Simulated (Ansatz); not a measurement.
# CoSi (P2_13) in Ansatz: further runs

One crystal, CoSi, is run at these levels: PBEsol; tasks: single point.

Everything below comes from runs of Ansatz 0.2.0. Logs are shortened: lines on timing, memory, paths and dates and some standing lists are left out, and cuts for length are marked.

### Step 1. The structure

Symmetry: P2_13, No. 198, cubic system. The conventional cell has a = 4.438 Å, b = 4.438 Å, c = 4.438 Å, α = 90.00°, β = 90.00°, γ = 90.00°. Around Co (site symmetry 3) lie 7 Si at 2.28 to 2.47 Å. Si (site symmetry 3) is surrounded by 7 Co at 2.28 to 2.47 Å.

### Step 2. Single point, PBEsol, collinear spin, ferromagnetic start

File input.yaml:

```yaml
crystal:
  lattice:
    - [4.438, 0.0, 0.0]
    - [0.0, 4.438, 0.0]
    - [0.0, 0.0, 4.438]
  atoms:
    - { symbol: Co, position: [0.86, 0.64, 0.36], spin: 2.0 }
    - { symbol: Co, position: [0.64, 0.36, 0.86], spin: 2.0 }
    - { symbol: Co, position: [0.36, 0.86, 0.64], spin: 2.0 }
    - { symbol: Co, position: [0.14, 0.14, 0.14], spin: 2.0 }
    - { symbol: Si, position: [0.157, 0.343, 0.657] }
    - { symbol: Si, position: [0.343, 0.657, 0.157] }
    - { symbol: Si, position: [0.657, 0.157, 0.343] }
    - { symbol: Si, position: [0.843, 0.843, 0.843] }
hamiltonian:
  xc: pbesol
  pseudopotentials: { kind: paw }
magnetization:
  spin_polarized: true
  initial_magnetization: 8.0
  spin_locking: { lock_magnetization: hard }
kpoints:
  mp_grid: { grid: [5, 5, 5] }
scf:
  occupations: { method: fermi_dirac, width: 0.05 }
  lower_state_search: "off"
output:
  forces: true
  stress: true
  eigenvalues: true
```

Potentials or basis: Ansatz PAW.

On the command line:

```bash
ansatz run input.yaml --threads 4 --pin off --max-ram 11264MiB --backend cpu --events-out ev --progress --plain --runs-dir out
```

The log of the run:

```text
Warning: output.stress: scf.convergence.dr2_threshold = 1e-7 eV (the SCF's general default) is looser than the 8e-10 eV advised for a printed stress (1e-10 eV for each atom of the cell: 8). What an SCF threshold leaves in a stress goes as its square root, and in the free energy as the threshold itself, and one threshold admits the most on a small cell: of the crystals measured, under no hybrid functional and no lock of the moments, on runs that ended without the residual-converged pass, on stresses that held no estimate of that error, the worst erred by over 100 MPa in a component at 1e-7 eV an atom and by under 5 at 1e-10. Set scf.convergence.dr2_threshold to 8e-10 eV or tighter. The threshold is an SCF's pass mark: one that does not reach it within its budget of iterations ends unconverged, or closes short of it on a stop that the run arms, and scf.convergence.dr2_threshold's page says what that costs each kind of run
Warning: RAYON_NUM_THREADS=4 ignored (pool sized by the plan → 4); use --threads N
Engine: ansatz 0.2.0, aarch64-unknown-linux-gnu
Pseudopotentials: kind: paw
Pseudopotential: Co, paw, valence charge 17, recommended cutoff 420 eV (normal), Co.paw.azcp
Pseudopotential: Si, paw, valence charge 4, recommended cutoff 420 eV (normal), Si.paw.azcp
Functional definition: PBEsol
  exchange = pbesol_x
  correlation = pbesol_c
Crystal: 8 atoms, lattice volume = 87.410 Å³
Basis set: ecut = 420 eV, 1743 PW (Γ), exchange–correlation on 60×60×60 points (8 copies of the dense FFT grid, shifted against one another)
Bands: 56, of which v1, the nominal top of the filled ones, is band 42 counted from 1 (41 counted from 0)
Symmetry: 12 space group operations
Space group: P213 (ITA 198), of the structure as read, at distance tolerance 4.4e-5 Å
Magnetic group: BNS 198.9 (UNI 1511), of the structure as read, at distance tolerance 4.4e-5 Å
k-points: 11 of 125 (time reversal used)
Non-local potential: Co, projectors of the file, l = 0: 3, l = 1: 2, l = 2: 3, l = 3: 1
Non-local potential: Si, projectors of the file, l = 0: 2, l = 1: 2, l = 2: 2
PAW form: soft (Blöchl's): semilocal exchange-correlation on the pseudo side does not see the compensation charge
PAW frozen core: Co, regenerated for the run's functional, and the local potential with it (the file was generated under x = pbe(κ = 0.804, μ = 0.2195149727645171), c = pbe(β = 0.06672455060314922))
PAW frozen core: Si, regenerated for the run's functional, and the local potential with it (the file was generated under x = pbe(κ = 0.804, μ = 0.2195149727645171), c = pbe(β = 0.06672455060314922))
PAW one-centre angular grid: Co, 590 points (default); XC on 64 Gauss nodes
PAW one-centre angular grid: Si, 110 points (default); XC on 64 Gauss nodes
Initial density: superposition of atomic densities (chi_scale 0.1, normalization cell)
Starting moments: Σ|m| = 8 μB on 4 of 8 sites
Initial wavefunctions: pseudopotential atomic-orbital guess
Functional: x = pbesol(κ = 0.804, μ = 0.12345679012345678), c = pbesol(β = 0.046)
iter 1 solved again at ethr=1.70e-3 eV; its pass at ethr=3.10e-3 eV (dr2=1.43e0 eV) is discarded
SCF iter   1: F=—  HF=-22858.301706 eV  |F-HF|=—  |Δ(HF+E_count)|=         —  Δρ=2.99e-2 (↑1.74e-2 ↓2.99e-2)  dr2=1.42e0  dr2_m=2.22e-1  M=8.000 μB ∫|m|=8.003 μB  β_m=0.30  ethr=1.70e-3  ⟨swp⟩=1.4  Hψ=6218  notcnv=0
preconditioner: auto → Kerker (q_TF=auto, 2.710 Å⁻¹)  [metal: Δε(μ)=0.035 eV  Ē_g=7.689 eV  σ=0.050 eV  W_gap=0.17  n_scr=26 (ndim 8)  ℏωp=28.6 eV  f_vac=0.000  D(μ)=6.68/eV (n_scr^D=80)]
spin=Collinear: Kerker preconditioning applied to the charge; magnetization (m = ρ↑ − ρ↓) channel mixes plain (no charge-response kernel on spin).
SCF iter   2: F=—  HF=-22858.209980 eV  |F-HF|=—  |Δ(HF+E_count)|=   9.17e-2  Δρ=2.34e-2 (↑1.37e-2 ↓2.34e-2)  dr2=8.43e-1  dr2_m=1.14e-1  M=8.000 μB ∫|m|=8.009 μB  β_m=0.65  ethr=1.69e-3  ⟨swp⟩=2.0  Hψ=1506  notcnv=0
SCF iter   3: F=—  HF=-22858.159331 eV  |F-HF|=—  |Δ(HF+E_count)|=   5.06e-2  Δρ=2.18e-2 (↑1.63e-2 ↓2.18e-2)  dr2=8.70e-1  dr2_m=7.04e-3  M=8.000 μB ∫|m|=8.034 μB  β_m=0.48  ethr=1.00e-3  ⟨swp⟩=2.3  Hψ=2295  notcnv=0
SCF iter   4: F=—  HF=-22858.022247 eV  |F-HF|=—  |Δ(HF+E_count)|=   1.37e-1  Δρ=2.63e-3 (↑1.91e-3 ↓2.63e-3)  dr2=1.70e-2  dr2_m=1.23e-3  M=8.000 μB ∫|m|=8.050 μB  β_m=0.74  ethr=1.00e-3  ⟨swp⟩=2.0  Hψ=1781  notcnv=0  defer=110
SCF iter   5: F=—  HF=-22858.016868 eV  |F-HF|=—  |Δ(HF+E_count)|=   5.38e-3  Δρ=1.65e-3 (↑6.33e-4 ↓1.65e-3)  dr2=2.32e-3  dr2_m=2.56e-4  M=8.000 μB ∫|m|=8.055 μB  β_m=0.87  ethr=2.02e-5  ⟨swp⟩=2.0  Hψ=1889  notcnv=0  defer=110
SCF iter   6: F=—  HF=-22858.016842 eV  |F-HF|=—  |Δ(HF+E_count)|=   2.57e-5  Δρ=1.13e-3 (↑5.57e-4 ↓1.13e-3)  dr2=1.57e-3  dr2_m=6.86e-5  M=8.000 μB ∫|m|=8.056 μB  β_m=0.94  ethr=2.76e-6  ⟨swp⟩=1.0  Hψ=1122  notcnv=0  defer=110
SCF iter   7: F=—  HF=-22858.016621 eV  |F-HF|=—  |Δ(HF+E_count)|=   2.22e-4  Δρ=1.51e-4 (↑1.51e-4 ↓1.47e-4)  dr2=4.64e-5  dr2_m=4.74e-8  M=8.000 μB ∫|m|=8.056 μB  β_m=0.97  ethr=1.87e-6  ⟨swp⟩=2.0  Hψ=1468  notcnv=0  defer=110
SCF iter   8: F=—  HF=-22858.016651 eV  |F-HF|=—  |Δ(HF+E_count)|=   3.02e-5  Δρ=3.88e-5 (↑3.88e-5 ↓3.01e-5)  dr2=2.08e-6  dr2_m=6.68e-8  M=8.000 μB ∫|m|=8.056 μB  β_m=0.94  ethr=5.52e-8  ⟨swp⟩=2.1  Hψ=1487  notcnv=0  defer=110
SCF iter   9: F=—  HF=-22858.016651 eV  |F-HF|=—  |Δ(HF+E_count)|=   4.59e-7  Δρ=1.41e-5 (↑8.24e-6 ↓1.41e-5)  dr2=2.78e-7  dr2_m=7.69e-9  M=8.000 μB ∫|m|=8.056 μB  β_m=0.93  ethr=2.47e-9  ⟨swp⟩=2.4  Hψ=1804  notcnv=0  defer=110
SCF iter  10: F=-22858.016651 eV  HF=-22858.016651 eV  |F-HF|=1.59e-8  |Δ(HF+E_count)|=   1.24e-8  Δρ=3.85e-6 (↑2.70e-6 ↓3.85e-6)  dr2=2.44e-8  dr2_m=3.07e-10  M=8.000 μB ∫|m|=8.056 μB  ethr=1.19e-10  ⟨swp⟩=8.3  Hψ=4225  notcnv=0
SCF 1 converged in 10 iterations: F = -22858.016651 eV  dr2 = 2.44e-8
SCF converged after 10 iterations
Stability checked in part: among states of this total moment the steps that led to this state did not find it unstable. No probe was made; neither looks for a lower state of another moment (fixed_total_moment; see scf.lower_state_search)
Magnetization: 8.0000 μB (46.0000 up, 38.0000 down)
Absolute magnetization: 8.0556 μB (∫|ρ↑−ρ↓|, with the PAW one-centre terms)
Spin contamination: 0.0625 ħ² per cell (⟨S²⟩ above its minimum at these occupations)
Per-site moments (μB) at R_I (Å): [(1.691848749277717, 0.941734167307408), (1.6918487492777174, 0.941734167307408), (1.6918487492777181, 0.941734167307408), (1.6918487492777172, 0.941734167307408), (0.1389668838485918, 0.941734167307408), (0.1389668838485917, 0.941734167307408), (0.13896688384859116, 0.941734167307408), (0.13896688384859116, 0.941734167307408)]
Free energy (F): -22858.016651 eV
Harris-Foulkes:  -22858.016651 eV  (|F-HF|=1.59e-8)
Internal energy: -22857.962450 eV  (E = F + TS)
E sigma→0 (E₀):  -22857.989550 eV
Entropy (-TS):   -0.054201 eV (-6.775 meV/atom)
Fermi energy:    17.083762 (↑ 18.442054, ↓ 15.725470) eV
--- Per-component energies (eV) ---
  E_band       = -987.269946
  E_kinetic    = 2005.295064
  E_local      = -14212.997542  (includes V_loc(G=0)·N_el)
  E_nonlocal   = 1935.440008
  E_hartree    = 6137.264736
  E_xc         = -863.616445
  E_vxc        = -1023.593321  (∫ρ·V_xc dr)
  E_paw        = -7931.075690  (= ΣΔE_a)
  E_vpaw       = -1965.967821  (= ΣTr[D̂ρ^β])
  E_aug_tail   = 0.000302  (compensation charges beyond the density's cutoff)
  E_ewald      = -9929.152802
  E_core_change = 0.879920  (= ΣΔE_core)
  E_smearing   = -0.054201  (= −TS)
  E_closure    = 0.000000  (closes the sum)
  Σ components = -22858.016651   (vs F -22858.016651, Δ=0.00e0)
--- Forces (eV/Å), atoms counted from 1 ---
  atom   1  Co    -0.09653616     0.09653616    -0.09653616
  atom   2  Co     0.09653616    -0.09653616    -0.09653616
  atom   3  Co    -0.09653616    -0.09653616     0.09653616
  atom   4  Co     0.09653616     0.09653616     0.09653616
  atom   5  Si    -0.29211290     0.29211290    -0.29211290
  atom   6  Si     0.29211290    -0.29211290    -0.29211290
  atom   7  Si    -0.29211290    -0.29211290     0.29211290
  atom   8  Si     0.29211290     0.29211290     0.29211290
  max |Σ_I F_I| component: 2.22e-16 eV/Å
--- Stress (GPa, compression-positive) ---
       17.560191       0.000000      -0.000000
        0.000000      17.560191       0.000000
       -0.000000       0.000000      17.560191
  P = ⅓ Tr σ = 17.5602 GPa (175.602 kbar)
--- Band table (eV; the first three rows and the last of 22) ---
  k-point 0 ↑: bands = ["-79.6380", "-79.6268", "-79.6268", "-79.6268", "-43.1012", "-43.1012", "-43.1012", "-43.0656", "-43.0656", "-43.0614", "-43.0614", "-43.0614", "-43.0147", "-43.0147", "-43.0147", "-42.9858", "2.7479", "8.1640", "8.1640", "8.1640", "10.6370", "10.6370", "10.6370", "12.0496", "12.0496", "12.0496", "12.4036", "12.4564", "12.4564", "12.5403", "12.5403", "12.5403", "13.2267", "13.2267", "13.2267", "14.3238", "14.3238", "14.3924", "14.3924", "14.3924", "15.1932", "15.1932", "15.1932", "18.4499", "18.4499", "18.4499", "18.7424", "18.7424", "19.3930", "19.3930", "19.3930", "21.0736", "22.0657", "22.0657", "22.0657", "24.6217"]
  k-point 1 ↑: bands = ["-79.6372", "-79.6290", "-79.6265", "-79.6256", "-43.1093", "-43.1044", "-43.0898", "-43.0679", "-43.0673", "-43.0624", "-43.0618", "-43.0554", "-43.0162", "-43.0153", "-43.0110", "-42.9883", "3.0459", "6.8629", "8.3282", "8.9300", "10.0714", "10.7840", "11.2601", "11.4765", "11.6238", "12.2428", "12.4887", "12.4983", "12.5384", "12.5737", "12.7338", "12.7593", "13.0741", "13.2846", "13.5221", "14.0965", "14.1829", "14.2616", "14.3562", "14.5383", "15.0120", "15.0739", "16.0840", "17.4157", "17.5003", "17.7231", "18.1102", "19.3984", "19.8796", "19.8955", "20.5605", "21.3072", "21.8868", "23.0896", "23.1223", "23.3678"]
  k-point 2 ↑: bands = ["-79.6350", "-79.6320", "-79.6259", "-79.6255", "-43.1122", "-43.1098", "-43.0784", "-43.0718", "-43.0694", "-43.0656", "-43.0565", "-43.0534", "-43.0167", "-43.0164", "-43.0039", "-42.9952", "3.9156", "5.2673", "8.7710", "9.2351", "10.0592", "10.6545", "11.0694", "11.3233", "11.9935", "12.0012", "12.4333", "12.4913", "12.5660", "12.6395", "12.8518", "12.9320", "13.1982", "13.3374", "13.5791", "13.7077", "14.0994", "14.1514", "14.4042", "14.4906", "14.7842", "14.9200", "16.3924", "16.6512", "16.9540", "17.0444", "19.3958", "20.1053", "20.3498", "20.5689", "20.9477", "21.4683", "21.6625", "22.0087", "22.1562", "23.8568"]
  k-point 10 ↓: bands = ["-77.6293", "-77.6286", "-77.6261", "-77.6256", "-41.1460", "-41.1443", "-41.1375", "-41.1347", "-41.1118", "-41.1076", "-41.0970", "-41.0923", "-41.0647", "-41.0624", "-41.0590", "-41.0573", "6.3360", "6.9938", "7.5584", "8.0691", "9.2246", "9.7204", "10.4876", "10.9369", "13.4272", "13.5271", "13.6666", "13.7075", "13.9111", "13.9747", "14.0605", "14.1050", "15.1161", "15.2945", "15.3150", "15.3767", "15.4419", "15.5578", "15.5598", "15.6555", "16.5934", "16.6677", "16.9908", "17.1126", "20.4965", "21.2669", "21.4020", "22.0714", "22.0967", "22.4167", "22.9233", "23.1501", "23.1661", "23.7141", "24.6885", "24.8502"]
```

Run time: 3 s. Hardware: 4 threads of Arm Neoverse V2, shared host; peak memory 0.4 GiB.

What came out:

- Free energy: -22858.0167 eV
- Pressure: 17.6 GPa
- Largest force: 0.506 eV/Å
- Net moment: 8.00 μB per cell
- Absolute moment: 8.06 μB per cell
- Site moments: Co +1.69; Si +0.14 μB

Forces in eV/Å, atoms in the order of the input:
```
Co  -0.097  0.097 -0.097
Co   0.097 -0.097 -0.097
Co  -0.097 -0.097  0.097
Co   0.097  0.097  0.097
Si  -0.292  0.292 -0.292
Si   0.292 -0.292 -0.292
Si  -0.292 -0.292  0.292
Si   0.292  0.292  0.292
```

Caveat: the total moment is fixed, so each spin has its own Fermi level; the PAW data sets come from PBE, with cores solved anew for the run's functional, which leaves a small shift of forces and pressure; the thresholds are loose for stress.

### Step 3. Single point, PBEsol, collinear spin, ferromagnetic start

Changes to input.yaml since step 2:

```diff
@@ -6,6 +6,6 @@
   atoms:
-    - { symbol: Co, position: [0.86, 0.64, 0.36], spin: 2.0 }
-    - { symbol: Co, position: [0.64, 0.36, 0.86], spin: 2.0 }
-    - { symbol: Co, position: [0.36, 0.86, 0.64], spin: 2.0 }
-    - { symbol: Co, position: [0.14, 0.14, 0.14], spin: 2.0 }
+    - { symbol: Co, position: [0.86, 0.64, 0.36], spin: 2.5 }
+    - { symbol: Co, position: [0.64, 0.36, 0.86], spin: 2.5 }
+    - { symbol: Co, position: [0.36, 0.86, 0.64], spin: 2.5 }
+    - { symbol: Co, position: [0.14, 0.14, 0.14], spin: 2.5 }
     - { symbol: Si, position: [0.157, 0.343, 0.657] }
@@ -19,3 +19,3 @@
   spin_polarized: true
-  initial_magnetization: 8.0
+  initial_magnetization: 10.0
   spin_locking: { lock_magnetization: hard }
```

Potentials or basis: Ansatz PAW.

On the command line:

```bash
ansatz run input.yaml --threads 4 --pin off --max-ram 11264MiB --backend cpu --events-out ev --progress --plain --runs-dir out
```

Wall time 3.2 s (4 threads of Arm Neoverse V2, shared host); peak memory 0.41 GiB.

Results (log left out):

```
Free energy     : -22854.8579 eV
Pressure        : 27.6 GPa
Largest force   : 0.675 eV/Å
Net moment      : 10.00 μB per cell
Absolute moment : 10.02 μB per cell
Site moments    : Co +2.00; Si +0.21 μB
```

Forces in eV/Å, atoms in the order of the input:
```
Co  -0.180  0.180 -0.180
Co   0.180 -0.180 -0.180
Co  -0.180 -0.180  0.180
Co   0.180  0.180  0.180
Si  -0.390  0.390 -0.390
Si   0.390 -0.390 -0.390
Si  -0.390 -0.390  0.390
Si   0.390  0.390  0.390
```

Caveat: the total moment is fixed, so each spin has its own Fermi level; the PAW data sets come from PBE, with cores solved anew for the run's functional, which leaves a small shift of forces and pressure; the thresholds are loose for stress.
